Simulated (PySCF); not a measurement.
**C4H6Cl3F: runs on many settings**

Which settings matter for C4H6Cl3F (`C[C@](F)(Cl)CC(Cl)Cl`)?

Computed with PySCF 2.14.0, with density-fitted response routines of our own, on a single molecule in the gas phase. Atoms are numbered from 0 throughout.

### Step 1. Starting geometry

14 atoms, charge 0, multiplicity 1; geometry from: GFN2-xTB.

Bonds of the start (Å): C0–C1 1.52, C1–F2 1.36, C1–Cl3 1.80, C1–C4 1.53, C4–C5 1.52, C5–Cl6 1.78, C5–Cl7 1.78, C0–H8 1.09, C0–H9 1.09, C0–H10 1.09, C4–H11 1.09, C4–H12 1.09, C5–H13 1.09.

### Step 2. TDDFT and polarisability: BP86/3-21G

Job settings and geometry (Å):

```
{"job": {"kind": "uv", "xc": "BP86", "basis": "3-21G", "nstates": 6, "ntriplets": 2, "tda": true}, "charge": 0, "multiplicity": 1}
C     -1.935521     0.236997     0.469754
C     -0.616319     0.443429    -0.251195
F     -0.269779     1.760634    -0.164000
Cl    -0.840642     0.094427    -2.004443
C      0.505103    -0.436661     0.304394
C      1.833388    -0.287008    -0.425414
Cl     2.657980     1.223917     0.019785
Cl     2.889129    -1.660634    -0.009761
H     -1.811570     0.472684     1.524416
H     -2.266805    -0.790750     0.363007
H     -2.688127     0.900679     0.051112
H      0.183131    -1.476286     0.227108
H      0.648396    -0.188870     1.358606
H      1.710959    -0.293031    -1.510426
```

Level: TDA BP86/3-21G, vertical, gas phase, core orbitals frozen in the response.

Started as:

```
$ OMP_NUM_THREADS=1 python probes_run.py task.json out
```

The driver reads the jobs from task.json and runs them one after another.

The log of the run:

```text
coarse grid: 14024 points
cycle   1  E = -1628.2718261927  dE = -1.329e-01  |g| = 6.792e-01  |ddm| = 3.840e+00
cycle   2  E = -1628.0255622324  dE =  2.463e-01  |g| = 1.314e+00  |ddm| = 2.191e+00
cycle   3  E = -1628.3753442537  dE = -3.498e-01  |g| = 1.397e-01  |ddm| = 1.408e+00
cycle   4  E = -1628.3797668486  dE = -4.423e-03  |g| = 4.399e-02  |ddm| = 2.055e-01
cycle   5  E = -1628.3801364653  dE = -3.696e-04  |g| = 1.170e-02  |ddm| = 6.031e-02
cycle   6  E = -1628.3801689044  dE = -3.244e-05  |g| = 2.921e-03  |ddm| = 1.903e-02
cycle   7  E = -1628.3801710047  dE = -2.100e-06  |g| = 7.992e-04  |ddm| = 5.382e-03
final grid: 123912 points
cycle   8  E = -1628.5371444062  dE = -2.693e-05  |g| = 6.658e-03  |ddm| = 2.200e-02
cycle   9  E = -1628.5371226831  dE =  2.172e-05  |g| = 1.177e-02  |ddm| = 2.020e-02
cycle  10  E = -1628.5371537055  dE = -3.102e-05  |g| = 1.164e-03  |ddm| = 1.476e-02
cycle  11  E = -1628.5371539892  dE = -2.837e-07  |g| = 2.036e-04  |ddm| = 1.393e-03
cycle  12  E = -1628.5371539993  dE = -1.011e-08  |g| = 6.739e-05  |ddm| = 3.875e-04
cycle  13  E = -1628.5371540005  dE = -1.153e-09  |g| = 1.863e-05  |ddm| = 1.096e-04
cycle  14  E = -1628.5371540006  dE = -9.504e-11  |g| = 4.162e-06  |ddm| = 2.850e-05
converged SCF energy = -1628.5371540006

Static polarisability (au): isotropic 64.619, principal 56.878 66.347 70.632

Singlet excitations
state   eV       nm        f      main configurations
  1   6.3741    194.5   0.00194   H->L 0.67, H-1->L 0.28
  2   6.6619    186.1   0.00069   H->L+1 0.83, H-1->L+1 0.16
  3   6.6892    185.3   0.03057   H-1->L 0.50, H->L 0.21, H-3->L 0.20
  4   6.7098    184.8   0.00593   H-2->L 0.54, H-3->L 0.29, H-1->L 0.09
  5   6.7654    183.3   0.00371   H-1->L+1 0.68, H->L+1 0.10, H-3->L 0.10
  6   6.8104    182.1   0.00463   H-3->L 0.36, H-2->L 0.30, H-1->L+1 0.13

Triplet excitations (Tamm-Dancoff, eV): 5.9310 6.0388
```

Wall time 18 s (1 thread of Intel Xeon at 2.70GHz, shared host).

The orbitals next to the gap, with their largest atomic shares:

```
orbital     eV                         atoms
 HOMO−3  -7.77   Cl3 58 %, Cl6 19 %, F2 13 %
 HOMO−2  -7.73  Cl6 39 %, Cl3 38 %, Cl7 10 %
 HOMO−1  -7.31  Cl6 46 %, Cl7 36 %, Cl3 10 %
   HOMO  -7.21  Cl6 42 %, Cl7 27 %, Cl3 12 %
   LUMO  -1.05   C5 48 %, Cl7 27 %, Cl6 18 %
 LUMO+1  -0.59             C1 48 %, Cl3 37 %
 LUMO+2  -0.30   C5 49 %, Cl6 26 %, Cl7 14 %
```

With each of the 6 states as a Gaussian band of 0.4 eV half-width at 1/e, the curve within the window shown has maxima at 185 nm (ε 1,900) L/(mol cm). Beyond the last state computed it falls off for lack of states. The curve at chosen wavelengths:

nm, ε (L/mol/cm) and a bar:
```
      174        685 ###########
      176        979 ################
      177       1134 ##################
      179       1432 #######################
      180       1563 #########################
      182       1764 ############################
      184       1859 ##############################
      185       1863 ##############################
      187       1787 #############################
      188       1713 ############################
      190       1510 ########################
      192       1265 ####################
      193       1138 ##################
      195        890 ##############
      196        775 ############
      198        571 #########
      200        406 ######
      201        338 #####
      203        230 ###
      204        187 ###
      206        122 ##
      208         78 #
      209         62 #
      211         38 
      212         30 
      214         18
```

Further results of this job:

| property | computed |
| --- | --- |
| dipole moment (D) | 3.22 |
| polarisability (Å³) | 9.58 |
| HOMO–LUMO gap (eV) | 6.16 |
| −ε(HOMO) (eV) | 7.21 |

### Step 3. NMR shieldings: PBE0/pcSseg-1

The job, as its differences from that of step 2:

```diff
@@ -1,2 +1,2 @@
-{"job": {"kind": "uv", "xc": "BP86", "basis": "3-21G", "nstates": 6, "ntriplets": 2, "tda": true}, "charge": 0, "multiplicity": 1}
+{"job": {"kind": "nmr", "xc": "PBE0", "basis": "pcSseg-1", "pop": false}, "charge": 0, "multiplicity": 1}
 C     -1.935521     0.236997     0.469754
```

Level: GIAO PBE0/pcSseg-1 NMR shielding, non-relativistic, gas phase.

The log of the run:

```text
coarse grid: 14024 points
cycle   1  E = -1635.5088026134  dE =  9.332e-01  |g| = 6.911e-01  |ddm| = 3.331e+00
cycle   2  E = -1635.3858493956  dE =  1.230e-01  |g| = 1.082e+00  |ddm| = 1.353e+00
cycle   3  E = -1635.6107611992  dE = -2.249e-01  |g| = 8.395e-02  |ddm| = 8.565e-01
cycle   4  E = -1635.6121628666  dE = -1.402e-03  |g| = 3.666e-02  |ddm| = 9.789e-02
cycle   5  E = -1635.6124754617  dE = -3.126e-04  |g| = 6.543e-03  |ddm| = 3.759e-02
cycle   6  E = -1635.6124847733  dE = -9.312e-06  |g| = 2.194e-03  |ddm| = 8.577e-03
final grid: 123912 points
cycle   7  E = -1635.6651983131  dE = -4.917e-05  |g| = 8.215e-03  |ddm| = 2.554e-02
cycle   8  E = -1635.6651851304  dE =  1.318e-05  |g| = 1.078e-02  |ddm| = 1.556e-02
cycle   9  E = -1635.6652124274  dE = -2.730e-05  |g| = 1.660e-03  |ddm| = 1.040e-02
cycle  10  E = -1635.6652129336  dE = -5.062e-07  |g| = 3.016e-04  |ddm| = 1.771e-03
cycle  11  E = -1635.6652129537  dE = -2.016e-08  |g| = 6.018e-05  |ddm| = 2.444e-04
cycle  12  E = -1635.6652129545  dE = -7.717e-10  |g| = 1.586e-05  |ddm| = 6.686e-05
converged SCF energy = -1635.6652129545

GIAO shielding tensors (ppm)
atom      isotropic    diamagn.    paramagn.     s11        s22        s33       span
  0 C      152.467     246.962     -94.495    131.970    139.290    186.142     54.172
  1 C       66.994     240.027    -173.033     47.388     60.684     92.909     45.521
  2 F      290.752     474.471    -183.720    218.268    274.582    379.404    161.137
  3 Cl     659.187    1146.941    -487.753    359.705    598.528   1019.329    659.623
  4 C      125.990     247.996    -122.006    110.730    117.757    149.484     38.754
  5 C      103.273     240.931    -137.658     64.788    118.044    126.987     62.199
  6 Cl     652.048    1145.052    -493.004    395.762    572.395    987.987    592.225
  7 Cl     658.724    1144.382    -485.657    319.658    635.906   1020.609    700.951
  8 H       29.933      28.675       1.258     25.488     28.087     36.225     10.737
  9 H       30.154      28.763       1.391     26.738     27.989     35.734      8.997
 10 H       29.336      27.903       1.432     25.307     27.462     35.238      9.931
 11 H       29.361      29.948      -0.587     24.332     31.375     32.375      8.043
 12 H       28.908      29.405      -0.497     25.309     30.505     30.911      5.602
 13 H       25.113      26.887      -1.774     20.805     24.441     30.094      9.289
```

Run time: 42 s. Hardware: 1 thread of Intel Xeon at 2.70GHz, shared host; peak memory 0.83 GiB.

Shifts follow as δ = σ(reference) − σ, with reference shieldings (ppm) from runs at the same level and on the same kind of geometry: ¹H TMS 31.72, ¹³C TMS 186.9, ¹⁹F CFCl3 170.9, ³⁵Cl HCl 950. The references are single molecules in the gas phase, so shifts against H2O, NH3, PH3, H3PO4 or CFCl3 are not on the usual liquid scales and can be off by tens of ppm. Atoms listed in one row are averaged.

```
      atoms                                      environment  σ (ppm)  δ (ppm)  δ scaled to CDCl3
         C1  fully substituted sp3 carbon bonded to Cl and F     67.0    119.9              115.1
         C5                            sp3 CH bonded to 2 Cl    103.3     83.7               79.7
         C4                                          sp3 CH2    126.0     60.9               57.6
         C0                                    methyl carbon    152.5     34.5               31.7
        H13             hydrogen on an sp3 CH bonded to 2 Cl    25.11     6.60               6.33
        H12                           hydrogen on an sp3 CH2    28.91     2.81               2.75
        H11                           hydrogen on an sp3 CH2    29.36     2.36               2.33
H8, H9, H10                      hydrogen on a methyl carbon    29.81     1.91               1.91
         F2                        fluorine on an sp3 carbon    290.8   -119.8                  –
        Cl6                             chlorine bonded to C      652      298                  –
        Cl7                             chlorine bonded to C      659      291                  –
        Cl3                             chlorine bonded to C      659      291                  –
```

The scaled column applies a straight-line fit of computed shieldings to shifts measured in CDCl3, with any fitted terms for Cl, Br or S neighbours, and one for carbons that bear F (root-mean-square error 0.16 ppm for H, 1.9 ppm for C).

### Step 4. Ultraviolet spectrum: B3LYP/pcSseg-1

The job, as its differences from that of step 3:

```diff
@@ -1,2 +1,2 @@
-{"job": {"kind": "nmr", "xc": "PBE0", "basis": "pcSseg-1", "pop": false}, "charge": 0, "multiplicity": 1}
+{"job": {"kind": "uv", "xc": "B3LYP", "basis": "pcSseg-1", "nstates": 6, "ntriplets": 5, "tda": false}, "charge": 0, "multiplicity": 1}
 C     -1.935521     0.236997     0.469754
```

Level: TDDFT B3LYP/pcSseg-1, vertical, gas phase, core orbitals frozen in the response.

The log of the run:

```text
coarse grid: 14024 points
cycle   1  E = -1636.2924723303  dE =  8.841e-01  |g| = 7.156e-01  |ddm| = 3.327e+00
cycle   2  E = -1636.1431121246  dE =  1.494e-01  |g| = 1.167e+00  |ddm| = 1.420e+00
cycle   3  E = -1636.3970600391  dE = -2.539e-01  |g| = 1.056e-01  |ddm| = 8.991e-01
cycle   4  E = -1636.3993886199  dE = -2.329e-03  |g| = 4.122e-02  |ddm| = 1.208e-01
cycle   5  E = -1636.3997764502  dE = -3.878e-04  |g| = 8.337e-03  |ddm| = 4.215e-02
cycle   6  E = -1636.3997912620  dE = -1.481e-05  |g| = 2.484e-03  |ddm| = 1.043e-02
cycle   7  E = -1636.3997922059  dE = -9.439e-07  |g| = 1.157e-03  |ddm| = 2.607e-03
final grid: 123912 points
cycle   8  E = -1636.4495395842  dE = -3.216e-05  |g| = 6.865e-03  |ddm| = 2.095e-02
cycle   9  E = -1636.4495280636  dE =  1.152e-05  |g| = 1.043e-02  |ddm| = 1.212e-02
cycle  10  E = -1636.4495491173  dE = -2.105e-05  |g| = 9.212e-04  |ddm| = 7.747e-03
cycle  11  E = -1636.4495492806  dE = -1.633e-07  |g| = 2.139e-04  |ddm| = 8.410e-04
cycle  12  E = -1636.4495492897  dE = -9.152e-09  |g| = 6.258e-05  |ddm| = 1.914e-04
cycle  13  E = -1636.4495492905  dE = -7.713e-10  |g| = 2.651e-05  |ddm| = 7.013e-05
converged SCF energy = -1636.4495492905

Static polarisability (au): isotropic 74.268, principal 67.075 73.828 81.902

Singlet excitations
state   eV       nm        f      main configurations
  1   6.9054    179.5   0.00308   H->L 0.53, H-1->L 0.41
  2   6.9620    178.1   0.02058   H-1->L 0.53, H->L 0.40
  3   7.3419    168.9   0.00071   H-2->L 0.62, H-4->L 0.09, H-1->L+1 0.09
  4   7.3843    167.9   0.00204   H-1->L+1 0.38, H->L+1 0.27, H-2->L 0.11
  5   7.5124    165.0   0.00217   H->L+2 0.55, H-5->L 0.19
  6   7.6579    161.9   0.00126   H-1->L+2 0.50, H->L+2 0.20, H-5->L 0.13

Triplet excitations (Tamm-Dancoff, eV): 6.1872 6.3483 6.6163 6.7531 6.7567
```

It took 50 s on 1 thread of Intel Xeon at 2.70GHz, shared host; peak memory 0.87 GiB.

This run: HOMO -8.34 eV, LUMO -0.25 eV; lowest singlet 6.91 eV.

### Step 5. Nuclear shieldings: LDA/pcSseg-1

The job, as its differences from that of step 4:

```diff
@@ -1,2 +1,2 @@
-{"job": {"kind": "uv", "xc": "B3LYP", "basis": "pcSseg-1", "nstates": 6, "ntriplets": 5, "tda": false}, "charge": 0, "multiplicity": 1}
+{"job": {"kind": "nmr", "xc": "LDA", "basis": "pcSseg-1", "pop": true, "scf": {"aux": "def2-qzvpp-jkfit"}}, "charge": 0, "multiplicity": 1}
 C     -1.935521     0.236997     0.469754
```

With the program's defaults for keys left out, this is: GIAO LDA/pcSseg-1 NMR shielding, non-relativistic, gas phase.

The log of the run:

```text
final grid: 123912 points
cycle   1  E = -1629.8147651986  dE =  7.310e-01  |g| = 6.738e-01  |ddm| = 3.435e+00
cycle   2  E = -1629.6284667402  dE =  1.863e-01  |g| = 1.216e+00  |ddm| = 1.465e+00
cycle   3  E = -1629.9033032243  dE = -2.748e-01  |g| = 1.822e-01  |ddm| = 9.592e-01
cycle   4  E = -1629.9100615517  dE = -6.758e-03  |g| = 6.128e-02  |ddm| = 2.005e-01
cycle   5  E = -1629.9108549533  dE = -7.934e-04  |g| = 1.553e-02  |ddm| = 7.043e-02
cycle   6  E = -1629.9109046545  dE = -4.970e-05  |g| = 4.117e-03  |ddm| = 2.010e-02
cycle   7  E = -1629.9109072890  dE = -2.634e-06  |g| = 2.410e-03  |ddm| = 4.990e-03
cycle   8  E = -1629.9109084867  dE = -1.198e-06  |g| = 3.207e-04  |ddm| = 2.157e-03
cycle   9  E = -1629.9109085094  dE = -2.267e-08  |g| = 7.797e-05  |ddm| = 4.449e-04
cycle  10  E = -1629.9109085106  dE = -1.185e-09  |g| = 2.700e-05  |ddm| = 1.023e-04
cycle  11  E = -1629.9109085107  dE = -1.310e-10  |g| = 1.376e-05  |ddm| = 3.703e-05
converged SCF energy = -1629.9109085107

GIAO shielding tensors (ppm)
atom      isotropic    diamagn.    paramagn.     s11        s22        s33       span
  0 C      147.137     248.043    -100.906    124.178    132.570    184.663     60.485
  1 C       53.215     240.678    -187.463     28.992     48.467     82.187     53.195
  2 F      266.244     474.199    -207.955    197.836    231.466    369.430    171.594
  3 Cl     599.089    1146.608    -547.519    274.619    534.269    988.379    713.760
  4 C      116.651     249.104    -132.453    100.784    107.131    142.037     41.253
  5 C       90.556     242.233    -151.677     47.244    108.078    116.345     69.102
  6 Cl     593.867    1144.942    -551.075    327.210    513.384    941.007    613.797
  7 Cl     600.339    1144.206    -543.868    230.907    584.999    985.110    754.203
  8 H       29.483      28.464       1.019     25.173     27.667     35.609     10.436
  9 H       29.637      28.573       1.063     26.340     27.512     35.057      8.717
 10 H       28.875      27.705       1.170     25.037     27.095     34.494      9.458
 11 H       28.666      29.799      -1.132     23.819     30.582     31.599      7.780
 12 H       28.353      29.253      -0.900     25.056     29.859     30.143      5.087
 13 H       24.238      26.899      -2.661     19.774     23.853     29.086      9.312
```

Wall time 32 s (1 thread of Intel Xeon at 2.70GHz, shared host); peak memory 0.74 GiB.

This run: δ C1 130.1, C5 92.8, C4 66.7, C0 36.2, H13 7.04, H12 2.92 ppm.

### Step 6. Excited states and response: X3LYP/def2-SVP

The job, as its differences from that of step 5:

```diff
@@ -1,2 +1,2 @@
-{"job": {"kind": "nmr", "xc": "LDA", "basis": "pcSseg-1", "pop": true, "scf": {"aux": "def2-qzvpp-jkfit"}}, "charge": 0, "multiplicity": 1}
+{"job": {"kind": "uv", "xc": "X3LYP", "basis": "def2-SVP", "nstates": 1, "ntriplets": 2, "tda": false}, "charge": 0, "multiplicity": 1}
 C     -1.935521     0.236997     0.469754
```

With the program's defaults for keys left out, this is: TDDFT X3LYP/def2-SVP, vertical, gas phase, core orbitals frozen in the response.

The log of the run:

```text
coarse grid: 14024 points
cycle   1  E = -1635.3466152186  dE =  8.383e-01  |g| = 7.205e-01  |ddm| = 3.844e+00
cycle   2  E = -1635.1967384942  dE =  1.499e-01  |g| = 1.145e+00  |ddm| = 1.848e+00
cycle   3  E = -1635.4570974924  dE = -2.604e-01  |g| = 9.857e-02  |ddm| = 1.167e+00
cycle   4  E = -1635.4592697287  dE = -2.172e-03  |g| = 3.355e-02  |ddm| = 1.344e-01
cycle   5  E = -1635.4595397323  dE = -2.700e-04  |g| = 8.757e-03  |ddm| = 4.567e-02
cycle   6  E = -1635.4595570029  dE = -1.727e-05  |g| = 2.434e-03  |ddm| = 1.278e-02
cycle   7  E = -1635.4595582401  dE = -1.237e-06  |g| = 7.232e-04  |ddm| = 2.814e-03
final grid: 123912 points
cycle   8  E = -1635.6374952751  dE = -3.266e-05  |g| = 6.406e-03  |ddm| = 2.846e-02
cycle   9  E = -1635.6374856942  dE =  9.581e-06  |g| = 9.325e-03  |ddm| = 1.434e-02
cycle  10  E = -1635.6375040354  dE = -1.834e-05  |g| = 8.664e-04  |ddm| = 9.230e-03
cycle  11  E = -1635.6375041959  dE = -1.604e-07  |g| = 1.780e-04  |ddm| = 1.006e-03
cycle  12  E = -1635.6375042028  dE = -6.907e-09  |g| = 6.077e-05  |ddm| = 2.387e-04
cycle  13  E = -1635.6375042035  dE = -7.403e-10  |g| = 2.498e-05  |ddm| = 8.384e-05
converged SCF energy = -1635.6375042035

Static polarisability (au): isotropic 69.375, principal 62.994 68.492 76.638

Singlet excitations
state   eV       nm        f      main configurations
  1   7.2341    171.4   0.00220   H-1->L 0.54, H->L 0.36

Triplet excitations (Tamm-Dancoff, eV): 6.4622 6.6066
```

Run time: 27 s. Hardware: 1 thread of Intel Xeon at 2.70GHz, shared host; peak memory 0.74 GiB.

This run: HOMO -8.05 eV, LUMO 0.51 eV; lowest singlet 7.23 eV.

### Step 7. Run by run: electronic excitations

Excitations and ground-state properties, with basis size and wall time:

```csv
run,lowest singlet (eV),brightest (eV),f,gap (eV),α (Å³),μ (D),functions,time
BP86/3-21G,6.37,6.69,0.031,6.16,9.58,3.22,96,18 s
B3LYP/pcSseg-1,6.91,6.96,0.021,8.09,11.01,3.01,187,50 s
X3LYP/def2-SVP,7.23,7.23,0.002,8.56,10.28,2.71,154,27 s
```

### Step 8. Comparing the runs: NMR shifts

Shifts (ppm) of some atoms, chosen among heavy atoms and hydrogens apart, with basis size and wall time:

| run | C1 | C5 | C4 | C0 | H13 | H11 | F2 | functions | time |
| --- | --- | --- | --- | --- | --- | --- | --- | --- | --- |
| PBE0/pcSseg-1 | 119.9 | 83.7 | 60.9 | 34.5 | 6.60 | 2.36 | -119.8 | 187 | 42 s |
| LDA/pcSseg-1 | 130.1 | 92.8 | 66.7 | 36.2 | 7.04 | 2.61 | -133.9 | 187 | 32 s |

### Step 9. Summary of results

| quantity | value |
| --- | --- |
| lowest singlet (BP86/3-21G) | 6.37 eV (195 nm), f = 0.002 |
| brightest single state of those computed | state 3, 6.69 eV, f = 0.031 |
| lowest triplet | 5.93 eV |
| ¹³C shifts against TMS (PBE0/pcSseg-1) | 119.9, 83.7, 60.9, 34.5 ppm |
| ¹H shifts against TMS (PBE0/pcSseg-1, means over atoms taken as alike) | 6.60, 2.81, 2.36, 1.91 ppm |
| ¹⁹F shifts against CFCl3 (PBE0/pcSseg-1) | -119.8 ppm |
| ³⁵Cl shifts against HCl (PBE0/pcSseg-1) | 298, 291, 291 ppm |
| range of the lowest singlet | 6.37 to 7.23 eV |
| range of the shift of F2 | -133.9 to -119.8 ppm |

What this shows: Single values in the summary come from the first run of each kind that ended normally (BP86/3-21G; PBE0/pcSseg-1), which need not be the best level. The lowest singlet, at 6.37 eV, is HOMO→LUMO 0.67, HOMO−1→LUMO 0.28 and is weak; of the 6 states computed, the strongest absorption comes from states 3 to 4 together at 6.69 eV. The lowest triplet lies 0.44 eV below the lowest singlet. The basis of BP86/3-21G has no diffuse functions, so Rydberg states are missing and the high states are unreliable. C5 stands next to heavy halogen, whose spin-orbit shielding this run leaves out, so the computed shift lies too far downfield, most of all for carbon beside Br or I. The most deshielded hydrogen is H13 (hydrogen on an sp3 CH bonded to 2 Cl), at 6.60 ppm: its carbon carries Cl, hence the downfield position. At PBE0/pcSseg-1: The widest tensor belongs to Cl7: span 701 ppm, with a paramagnetic part of -486 ppm. The lowest singlet runs from 6.37 eV (BP86/3-21G) to 7.23 eV (X3LYP/def2-SVP), while the orbital gap spans 6.16 to 8.56 eV. The lowest state need not be the same one in every run. The runs solved for a few states only, so the brightest column depends on that window. Among the atoms with a shift in every run: In ppm, F2 moves most: its shift spreads over 14.1 ppm, from -133.9 (LDA/pcSseg-1) to -119.8 (PBE0/pcSseg-1).
